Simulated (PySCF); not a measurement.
# C6H11N2P: the cost of one run

Programs: PySCF 2.14.0, with routines of our own; each step states its level. All values are computed. Atoms count from 0.

## Step 1: The starting structure

20 atoms, charge 0, multiplicity 1; geometry from: GFN2-xTB.

## Step 2: Magnetic properties: GIAO B3LYP/pcSseg-1

Job settings and geometry (Å):

```
{"job": {"kind": "mag", "xc": "B3LYP", "basis": "pcSseg-1", "isotopologues": 0}, "charge": 0, "multiplicity": 1}
C     -2.667505     0.834243     0.443046
C     -1.369890     0.044846     0.557479
C     -0.876259    -0.415097    -0.811787
C      0.422036    -1.221510    -0.718079
N      1.511786    -0.420901    -0.220198
C      2.178528     0.496574    -0.940706
P      3.379926     1.310712    -0.014024
C      2.842839     0.295496     1.317041
N      1.873954    -0.537011     1.040765
H     -3.445540     0.227294    -0.015455
H     -3.011762     1.147976     1.425125
H     -2.522034     1.721959    -0.168918
H     -0.606920     0.665827     1.030549
H     -1.525458    -0.827701     1.194923
H     -0.715511     0.455959    -1.451417
H     -1.635608    -1.041652    -1.283212
H      0.296848    -2.053421    -0.021950
H      0.692742    -1.612045    -1.703598
H      1.929095     0.634339    -1.977543
H      3.243586     0.304792     2.314924
```

With the program's defaults for keys left out, this is: GIAO B3LYP/pcSseg-1 magnetisability, rotational g tensor and spin-rotation constants, non-relativistic, gas phase.

The run is started by

```
$ OMP_NUM_THREADS=1 python excited_run.py task.json out
```

One launch serves the whole session: the jobs run in the order shown.

Q: Estimate the wall time and peak memory of this first job on 1 thread of AMD EPYC 9R45, shared host.

About 31 s, with a peak of 1 GiB.
